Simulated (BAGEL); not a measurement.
**RI-MP2/6-31G(d) (density fitting with qzvpp-jkfit, spherical functions) run of B2H3SClO (SMILES BSB(O)Cl)**

What is the energy change on altering one bond length of B2H3SClO at RI-MP2/6-31G* (density fitting with qzvpp-jkfit, spherical functions)? 

The calculation is run with BAGEL 1.2.2.

3 further runs of the same task are left out: 3 set aside as unsound or not needed.

## (1) The molecule

The species is B2H3SClO (8 atoms), meant as a singlet with charge 0. As SMILES, `BSB(O)Cl`. Geometry: relaxed at PBE0-D4/def2-TZVP. This is one conformer, not always the lowest.

Bond lengths: B1–S2 1.779 Å, S2–B3 1.842 Å, B3–O4 1.346 Å, B3–Cl5 1.747 Å, B1–H6 1.187 Å, B1–H7 1.191 Å, O4–H8 0.962 Å. Angles: B1–S2–B3 107.6°, S2–B3–O4 118.3°, S2–B3–Cl5 124.3°, O4–B3–Cl5 117.4°, S2–B1–H6 121.5°, S2–B1–H7 115.3°, B3–O4–H8 114.1°, H6–B1–H7 123.2°.

## (2) The energy at RI-MP2/6-31G(d) (density fitting with qzvpp-jkfit, spherical functions)

Input file input.json:

```json
{ "bagel": [

{
  "title": "molecule",
  "basis": "6-31gs.json",
  "df_basis": "qzvpp-jkfit",
  "angstrom": "true",
  "geometry": [
    { "atom": "B", "xyz": [   -0.692400,    0.046900,    1.667900 ] },
    { "atom": "S", "xyz": [   -1.023900,    0.057700,   -0.080400 ] },
    { "atom": "B", "xyz": [    0.593700,   -0.049400,   -0.954900 ] },
    { "atom": "O", "xyz": [    0.593200,   -0.057300,   -2.300500 ] },
    { "atom": "Cl", "xyz": [    2.142800,   -0.141200,   -0.151500 ] },
    { "atom": "H", "xyz": [    0.415800,   -0.020700,    2.088900 ] },
    { "atom": "H", "xyz": [   -1.653800,    0.111600,    2.368200 ] },
    { "atom": "H", "xyz": [   -0.283200,   -0.004800,   -2.693500 ] }
  ]
},
{ "title": "hf" },
{ "title": "mp2", "ncore": 13 }

]}
```

The basis set 6-31G* is read from a file made from the Basis Set Exchange's data (not shown).

Started as:

```bash
$ BAGEL_NUM_THREADS=1 BAGEL input.json > input.out
```

What it wrote:

```text
* using 1 threads per process

  ===============================================================
  ===============================================================

  *** Geometry ***

  { "atom" : "B", "xyz" : [     -1.308446,      0.088628,      3.151874 ] },
  { "atom" : "S", "xyz" : [     -1.934891,      0.109037,     -0.151934 ] },
  { "atom" : "B", "xyz" : [      1.121930,     -0.093352,     -1.804499 ] },
  { "atom" : "O", "xyz" : [      1.120986,     -0.108281,     -4.347315 ] },
  { "atom" : "Cl", "xyz" : [      4.049305,     -0.266829,     -0.286294 ] },
  { "atom" : "H", "xyz" : [      0.785748,     -0.039117,      3.947449 ] },
  { "atom" : "H", "xyz" : [     -3.125229,      0.210893,      4.475249 ] },
  { "atom" : "H", "xyz" : [     -0.535170,     -0.009071,     -5.089977 ] },

  Number of auxiliary basis functions:      537

  Since a DF basis is specified, we compute 2- and 3-index integrals:
    o Being stored without compression. Storage requirement is 0.030 GB

  Number of basis functions:       84
  Number of electrons      :       54

    * METHOD: MOLECULE                             0.27

  *** RHF ***

  === Nuclear Repulsion ===
   240.3213891421

      * DIIS with orbital gradients will be used.

  === RHF iteration (6-31gs.json) ===
      0       -982.93545869          0.01670634           0.09
      1       -983.04839606          0.01046630           0.09
      2       -983.09814194          0.00148074           0.09
      3       -983.10011480          0.00022511           0.09
      4       -983.10018134          0.00008237           0.08
      5       -983.10019130          0.00002800           0.09
      6       -983.10019240          0.00001004           0.09
      7       -983.10019253          0.00000285           0.09
      8       -983.10019255          0.00000083           0.09
      9       -983.10019255          0.00000036           0.09
     10       -983.10019255          0.00000013           0.08
     11       -983.10019255          0.00000004           0.09
     12       -983.10019255          0.00000001           0.09
     13       -983.10019255          0.00000001           0.09
    * SCF iteration converged.

    * Permanent dipole moment:
           (    0.619143,    -0.037467,     0.136618) a.u.

    * METHOD: HF                                   1.42

  *** RHF ***

  === Nuclear Repulsion ===
   240.3213891421

      * DIIS with orbital gradients will be used.

  === RHF iteration (6-31gs.json) ===
      0       -983.10019255          0.00000000           0.09
    * SCF iteration converged.

    * Permanent dipole moment:
           (    0.619143,    -0.037467,     0.136618) a.u.

  === DF-MP2 calculation ===

    * freezing 13 orbitals
    * 3-index integral transformation done
    * assembly done

      MP2 correlation energy:   -0.5759279602      0.04

      MP2 total energy:       -983.6761205100

    * METHOD: MP2                                  0.24

  ===============================================================
```

Wall time 2.1 s (1 thread of Arm Neoverse V2, shared host); peak memory 0.13 GiB.

## (3) The distorted shape, same level

Input file input.json:

```json
{ "bagel": [

{
  "title": "molecule",
  "basis": "6-31gs.json",
  "df_basis": "qzvpp-jkfit",
  "angstrom": "true",
  "geometry": [
    { "atom": "B", "xyz": [   -0.692250,    0.049270,    2.071570 ] },
    { "atom": "S", "xyz": [   -1.023750,    0.060070,    0.323270 ] },
    { "atom": "B", "xyz": [    0.593850,   -0.047030,   -0.551230 ] },
    { "atom": "O", "xyz": [    0.593200,   -0.057300,   -2.300500 ] },
    { "atom": "Cl", "xyz": [    2.142950,   -0.138830,    0.252170 ] },
    { "atom": "H", "xyz": [    0.415950,   -0.018330,    2.492570 ] },
    { "atom": "H", "xyz": [   -1.653650,    0.113970,    2.771870 ] },
    { "atom": "H", "xyz": [   -0.283200,   -0.004800,   -2.693500 ] }
  ]
},
{ "title": "hf" },
{ "title": "mp2", "ncore": 13 }

]}
```

The basis set 6-31G* is read from a file made from the Basis Set Exchange's data (not shown).

Started as:

```bash
$ BAGEL_NUM_THREADS=1 BAGEL input.json > input.out
```

What it wrote:

```text
* using 1 threads per process

  ===============================================================
  ===============================================================

  *** Geometry ***

  { "atom" : "B", "xyz" : [     -1.308163,      0.093107,      3.914700 ] },
  { "atom" : "S", "xyz" : [     -1.934607,      0.113516,      0.610892 ] },
  { "atom" : "B", "xyz" : [      1.122214,     -0.088874,     -1.041674 ] },
  { "atom" : "O", "xyz" : [      1.120986,     -0.108281,     -4.347315 ] },
  { "atom" : "Cl", "xyz" : [      4.049589,     -0.262351,      0.476532 ] },
  { "atom" : "H", "xyz" : [      0.786032,     -0.034639,      4.710275 ] },
  { "atom" : "H", "xyz" : [     -3.124946,      0.215372,      5.238075 ] },
  { "atom" : "H", "xyz" : [     -0.535170,     -0.009071,     -5.089977 ] },

  Number of auxiliary basis functions:      537

  Since a DF basis is specified, we compute 2- and 3-index integrals:
    o Being stored without compression. Storage requirement is 0.030 GB

  Number of basis functions:       84
  Number of electrons      :       54

    * METHOD: MOLECULE                             0.27

  *** RHF ***

  === Nuclear Repulsion ===
   229.5143812044

      * DIIS with orbital gradients will be used.

  === RHF iteration (6-31gs.json) ===
      0       -982.80599751          0.01897974           0.09
      1       -982.90911174          0.01500108           0.09
      2       -983.02142137          0.00174861           0.09
      3       -983.02449487          0.00031936           0.09
      4       -983.02464330          0.00012002           0.09
      5       -983.02467049          0.00004099           0.09
      6       -983.02467397          0.00001220           0.09
      7       -983.02467426          0.00000415           0.09
      8       -983.02467429          0.00000142           0.09
      9       -983.02467430          0.00000048           0.09
     10       -983.02467430          0.00000017           0.09
     11       -983.02467430          0.00000007           0.08
     12       -983.02467430          0.00000003           0.09
     13       -983.02467430          0.00000001           0.08
     14       -983.02467430          0.00000000           0.09
    * SCF iteration converged.

    * Permanent dipole moment:
           (    0.586042,    -0.040446,    -0.698122) a.u.

    * METHOD: HF                                   1.50

  *** RHF ***

  === Nuclear Repulsion ===
   229.5143812044

      * DIIS with orbital gradients will be used.

  === RHF iteration (6-31gs.json) ===
      0       -983.02467430          0.00000000           0.08
    * SCF iteration converged.

    * Permanent dipole moment:
           (    0.586042,    -0.040446,    -0.698122) a.u.

  === DF-MP2 calculation ===

    * freezing 13 orbitals
    * 3-index integral transformation done
    * assembly done

      MP2 correlation energy:   -0.5869022952      0.04

      MP2 total energy:       -983.6115765917

    * METHOD: MP2                                  0.22

  ===============================================================
```

Wall time 2.2 s (1 thread of Arm Neoverse V2, shared host); peak memory 0.13 GiB.

## (4) What came out

Level: RI-MP2/6-31G* (density fitting with qzvpp-jkfit, spherical functions), 13 core orbitals frozen.

| quantity | value |
| --- | --- |
| first shape: total energy | -983.67612 Eh |
| first shape: correlation energy (13 core orbitals frozen) | -575.9 mEh |
| distorted shape: total energy | -983.61158 Eh |
| distorted shape: correlation energy (13 core orbitals frozen) | -586.9 mEh |
| energy change with the B3–O4 bond stretched from 1.346 to 1.749 Å | 1.756 eV |

With the B3–O4 bond stretched from 1.346 to 1.749 Å the energy rises by 1.76 eV (41 kcal/mol). The first shape isn't relaxed at this level, so the change isn't measured from a minimum.
